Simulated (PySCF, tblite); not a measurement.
# C5H5F3: dynamics, then NMR shifts on frames, part 1 of 2

Aim: move C5H5F3 (`CC#CCC(F)(F)F`) away from its starting geometry and see how NMR shifts follow the geometry.

Computed with tblite 0.8.0 and PySCF 2.14.0, with density-fitted response routines of our own, on a single molecule in the gas phase. Atoms count from 0, in the outputs and in this text.

### 1 The starting structure

13 atoms, charge 0, multiplicity 1; geometry from: GFN2-xTB.

Bonds of the start (Å): C0–C1 1.44, C1–C2 1.20, C2–C3 1.45, C3–C4 1.52, C4–F5 1.35, C4–F6 1.34, C4–F7 1.34, C0–H8 1.09, C0–H9 1.09, C0–H10 1.09, C3–H11 1.09, C3–H12 1.09.

### 2 A short Langevin run with GFN2-xTB

The job: settings as JSON, then the geometry in Å.

```
{"job": {"kind": "md", "xc": "GFN2-xTB", "basis": "xTB", "temperature": 400, "steps": 2000, "every": 50, "frames": 5}, "charge": 0, "multiplicity": 1}
C      2.578107     0.390748     0.893093
C      1.317618     0.116702     0.245130
C      0.284786    -0.116837    -0.314741
C     -0.996983    -0.384405    -0.941622
C     -2.129846    -0.119798     0.037024
F     -3.328634    -0.364226    -0.523167
F     -2.164072     1.151077     0.459930
F     -2.059991    -0.890125     1.131169
H      2.428581     0.460501     1.969683
H      2.986822     1.332547     0.529125
H      3.286358    -0.409934     0.683769
H     -1.144469     0.263931    -1.809716
H     -1.062666    -1.429693    -1.255997
```

Method: GFN2-xTB Langevin dynamics, gas phase.

On the command line:

```
$ OMP_NUM_THREADS=1 python probes_run.py task.json out
```

One launch serves the whole session: the jobs run in the order shown.

Standard output:

```text
t/fs     T/K      E/eV
    0.0   333.4   -745.75755
   25.0   232.1   -745.42863
   50.0   297.7   -745.47634
   75.0   235.9   -745.37753
  100.0   248.1   -745.40132
  125.0   275.0   -745.35758
  150.0   394.8   -745.36236
  175.0   297.0   -745.32289
  200.0   398.6   -745.35951
  225.0   419.0   -745.20653
  250.0   505.8   -745.27576
  275.0   500.8   -745.11668
  300.0   519.0   -745.00138
  325.0   344.4   -744.93809
  350.0   499.6   -745.20122
  375.0   564.2   -745.20444
  400.0   482.6   -745.05996
  425.0   589.6   -745.12863
  450.0   581.3   -745.15966
  475.0   478.0   -745.10984
  500.0   415.7   -745.29052
  525.0   433.7   -745.21153
  550.0   457.6   -745.20532
  575.0   448.3   -745.16972
  600.0   386.9   -745.27630
  625.0   341.2   -745.29961
  650.0   302.2   -745.27386
  675.0   254.8   -745.20116
  700.0   333.7   -745.16679
  725.0   362.4   -745.34124
  750.0   271.0   -745.50013
  775.0   318.5   -745.38488
  800.0   329.9   -745.33984
  825.0   258.8   -745.11950
  850.0   462.7   -745.34032
  875.0   391.1   -745.24064
  900.0   391.8   -745.22336
  925.0   350.1   -745.29548
  950.0   295.8   -745.29727
  975.0   391.5   -745.52103
 1000.0   247.2   -745.20449
```

Wall time 7.9 s (1 thread of Arm Neoverse V2, shared host); peak memory 0.19 GiB.

Distance from the start (root mean square after alignment): 0 fs 0.00 Å, 200 fs 0.17 Å, 400 fs 0.62 Å, 600 fs 0.81 Å, 800 fs 1.18 Å, 1000 fs 1.31 Å.

Positions (Å) and forces (eV/Å) at 1000 fs:

```xyz
13

C     1.223   -1.738    1.295   -0.161    0.241   -1.982
C    -0.041   -1.093    1.091    0.197   -0.070    0.399
C    -0.975   -0.360    0.961   -0.818    0.256   -0.576
C    -2.170    0.329    0.488   -0.821    0.413    2.915
C    -3.370   -0.604    0.337    1.186   -0.162   -2.527
F    -3.329   -1.173   -0.923   -0.006    0.106    0.141
F    -4.504    0.074    0.328   -0.621    0.070    0.574
F    -3.403   -1.645    1.129   -0.316   -0.101    0.954
H     1.980   -0.966    1.185    0.291   -0.355   -0.329
H     1.279   -2.599    0.618    0.331    0.585   -0.825
H     1.369   -2.254    2.163   -0.041   -0.628    2.974
H    -2.569    1.060    1.284    0.831   -0.631   -0.780
H    -1.951    0.891   -0.385   -0.052    0.276   -0.938
```

### 3 Nuclear shieldings: 250 fs, PBE0/pcSseg-1

The job: settings as JSON, then the geometry in Å.

```
{"job": {"kind": "nmr", "xc": "PBE0", "basis": "pcSseg-1", "pop": false}, "charge": 0, "multiplicity": 1}
C      2.058600     0.575400     1.436200
C      0.865900     0.194700     0.650700
C     -0.029400    -0.073700    -0.085600
C     -1.070500    -0.426600    -0.968800
C     -2.412400    -0.521300    -0.104100
F     -3.595300    -0.700100    -0.742000
F     -2.468100     0.607500     0.597800
F     -2.356000    -1.455000     0.833600
H      1.809200     0.164300     2.458500
H      2.071800     1.671300     1.348100
H      2.911700     0.035600     1.005100
H     -1.233800     0.437200    -1.627900
H     -0.939800    -1.413800    -1.407100
```

Level: GIAO PBE0/pcSseg-1 NMR shielding, non-relativistic, gas phase.

Standard output:

```text
coarse grid: 11792 points
cycle   1  E = -492.2189819289  dE =  1.237e+00  |g| = 9.273e-01  |ddm| = 3.700e+00
cycle   2  E = -492.0739776275  dE =  1.450e-01  |g| = 1.368e+00  |ddm| = 1.496e+00
cycle   3  E = -492.3720636504  dE = -2.981e-01  |g| = 1.022e-01  |ddm| = 8.254e-01
cycle   4  E = -492.3727147518  dE = -6.511e-04  |g| = 8.811e-02  |ddm| = 1.528e-01
cycle   5  E = -492.3744665382  dE = -1.752e-03  |g| = 2.130e-02  |ddm| = 7.021e-02
cycle   6  E = -492.3745735892  dE = -1.071e-04  |g| = 3.195e-03  |ddm| = 2.335e-02
cycle   7  E = -492.3745759352  dE = -2.346e-06  |g| = 6.680e-04  |ddm| = 3.967e-03
final grid: 117712 points
cycle   8  E = -492.4425288548  dE = -4.207e-05  |g| = 6.854e-03  |ddm| = 4.181e-02
cycle   9  E = -492.4425251493  dE =  3.705e-06  |g| = 8.672e-03  |ddm| = 1.280e-02
cycle  10  E = -492.4425387389  dE = -1.359e-05  |g| = 9.162e-04  |ddm| = 6.203e-03
cycle  11  E = -492.4425388793  dE = -1.404e-07  |g| = 3.639e-04  |ddm| = 1.001e-03
cycle  12  E = -492.4425389015  dE = -2.222e-08  |g| = 1.951e-04  |ddm| = 3.691e-04
cycle  13  E = -492.4425389103  dE = -8.708e-09  |g| = 2.714e-05  |ddm| = 1.478e-04
cycle  14  E = -492.4425389104  dE = -1.456e-10  |g| = 6.622e-06  |ddm| = 2.474e-05
converged SCF energy = -492.4425389104

GIAO shielding tensors (ppm)
atom      isotropic    diamagn.    paramagn.     s11        s22        s33       span
  0 C      178.119     254.580     -76.461    170.830    175.935    187.591     16.762
  1 C       95.074     271.057    -175.982      6.094     14.037    265.092    258.999
  2 C      111.957     266.845    -154.888     26.459     31.654    277.756    251.297
  3 C      152.749     249.137     -96.388    132.033    150.485    175.727     43.694
  4 C       50.490     247.103    -196.614     42.827     52.098     56.544     13.716
  5 F      251.092     468.315    -217.223    165.377    239.053    348.844    183.467
  6 F      244.168     477.690    -233.522    165.720    245.140    321.644    155.924
  7 F      254.584     474.942    -220.358    180.357    254.063    329.333    148.976
  8 H       28.367      28.153       0.214     22.843     27.478     34.779     11.936
  9 H       28.782      29.271      -0.490     23.206     27.860     35.279     12.073
 10 H       29.115      29.218      -0.103     24.043     27.710     35.592     11.549
 11 H       28.135      28.442      -0.307     23.504     27.665     33.236      9.732
 12 H       28.673      28.501       0.172     24.027     28.008     33.984      9.957
```

Wall time 17 s (1 thread of Arm Neoverse V2, shared host); peak memory 0.73 GiB.

Shifts follow as δ = σ(reference) − σ, with reference shieldings (ppm) from runs at the same level and on the same kind of geometry: 1H TMS 31.72, 13C TMS 186.9, 19F CFCl3 170.9. The references are single molecules in the gas phase, so shifts against H2O, NH3, PH3, H3PO4 or CFCl3 are not on the usual liquid scales and can be off by tens of ppm. Each atom is listed at this fixed geometry, with no averaging over motion; a spectrum would average atoms that exchange fast.

| atoms | environment | σ (ppm) | δ (ppm) |
| --- | --- | --- | --- |
| C4 | CF3 carbon | 50.5 | 136.4 |
| C1 | alkyne carbon | 95.1 | 91.9 |
| C2 | alkyne carbon | 112.0 | 75.0 |
| C3 | propargylic sp3 CH2 | 152.7 | 34.2 |
| C0 | propargylic methyl carbon | 178.1 | 8.8 |
| H11 | hydrogen on a propargylic sp3 CH2 | 28.13 | 3.58 |
| H8 | hydrogen on a propargylic methyl carbon | 28.37 | 3.35 |
| H12 | hydrogen on a propargylic sp3 CH2 | 28.67 | 3.04 |
| H9 | hydrogen on a propargylic methyl carbon | 28.78 | 2.94 |
| H10 | hydrogen on a propargylic methyl carbon | 29.12 | 2.60 |
| F6 | fluorine of a CF3 group | 244.2 | -73.2 |
| F5 | fluorine of a CF3 group | 251.1 | -80.1 |
| F7 | fluorine of a CF3 group | 254.6 | -83.6 |

### 4 Nuclear shieldings: 425 fs, PBE0/pcSseg-1

The job: settings as JSON, then the geometry in Å.

```
{"job": {"kind": "nmr", "xc": "PBE0", "basis": "pcSseg-1", "pop": false}, "charge": 0, "multiplicity": 1}
C      1.786600     0.207500     1.742200
C      0.603400    -0.199300     1.035500
C     -0.290200    -0.364500     0.265700
C     -1.445000    -0.463700    -0.549400
C     -2.780700    -0.867500     0.167200
F     -3.806500    -0.619800    -0.675400
F     -3.143000     0.020800     1.186000
F     -2.680200    -2.121900     0.551100
H      2.571200    -0.579400     1.878500
H      1.393900     0.430500     2.759900
H      2.347900     1.018000     1.217500
H     -1.552600     0.438600    -1.053500
H     -1.274400    -1.292500    -1.323300
```

Level: GIAO PBE0/pcSseg-1 NMR shielding, non-relativistic, gas phase.

Standard output:

```text
coarse grid: 11792 points
cycle   1  E = -492.2097931697  dE =  1.207e+00  |g| = 9.366e-01  |ddm| = 3.508e+00
cycle   2  E = -492.0385758404  dE =  1.712e-01  |g| = 1.434e+00  |ddm| = 1.525e+00
cycle   3  E = -492.3686203383  dE = -3.300e-01  |g| = 1.151e-01  |ddm| = 8.692e-01
cycle   4  E = -492.3698410610  dE = -1.221e-03  |g| = 8.884e-02  |ddm| = 1.747e-01
cycle   5  E = -492.3715305848  dE = -1.690e-03  |g| = 2.671e-02  |ddm| = 7.334e-02
cycle   6  E = -492.3716951910  dE = -1.646e-04  |g| = 4.548e-03  |ddm| = 2.700e-02
cycle   7  E = -492.3716985814  dE = -3.390e-06  |g| = 1.671e-03  |ddm| = 3.924e-03
final grid: 117712 points
cycle   8  E = -492.4389748158  dE = -3.925e-05  |g| = 7.375e-03  |ddm| = 4.055e-02
cycle   9  E = -492.4389678518  dE =  6.964e-06  |g| = 1.023e-02  |ddm| = 1.329e-02
cycle  10  E = -492.4389856177  dE = -1.777e-05  |g| = 9.122e-04  |ddm| = 6.743e-03
cycle  11  E = -492.4389857710  dE = -1.532e-07  |g| = 2.843e-04  |ddm| = 9.756e-04
cycle  12  E = -492.4389857806  dE = -9.596e-09  |g| = 1.834e-04  |ddm| = 3.017e-04
cycle  13  E = -492.4389857884  dE = -7.787e-09  |g| = 3.810e-05  |ddm| = 1.503e-04
cycle  14  E = -492.4389857887  dE = -2.955e-10  |g| = 9.996e-06  |ddm| = 3.449e-05
converged SCF energy = -492.4389857887

GIAO shielding tensors (ppm)
atom      isotropic    diamagn.    paramagn.     s11        s22        s33       span
  0 C      179.034     252.415     -73.381    164.203    178.167    194.731     30.527
  1 C       97.868     266.359    -168.491      8.089     19.683    265.833    257.743
  2 C      109.964     264.304    -154.340     24.205     30.845    274.842    250.637
  3 C      153.979     248.876     -94.897    137.305    145.794    178.838     41.533
  4 C       47.898     250.507    -202.609     36.128     51.023     56.542     20.414
  5 F      236.700     468.793    -232.093    150.762    228.915    330.424    179.662
  6 F      226.731     475.193    -248.463    115.768    208.112    356.312    240.544
  7 F      251.744     472.524    -220.780    173.882    263.222    318.127    144.244
  8 H       29.100      27.967       1.132     24.512     26.799     35.987     11.475
  9 H       28.703      27.521       1.182     22.892     27.689     35.528     12.636
 10 H       28.660      29.773      -1.113     23.615     27.118     35.249     11.635
 11 H       29.737      31.341      -1.604     24.479     30.505     34.227      9.748
 12 H       27.640      27.786      -0.146     23.024     27.498     32.398      9.374
```

It took 16 s on 1 thread of Arm Neoverse V2, shared host; peak memory 0.75 GiB.

In short: δ C4 139.0, C1 89.1, C2 77.0, C3 32.9, H12 4.08, H10 3.06 ppm.

(Continued in part 2 of 2.)
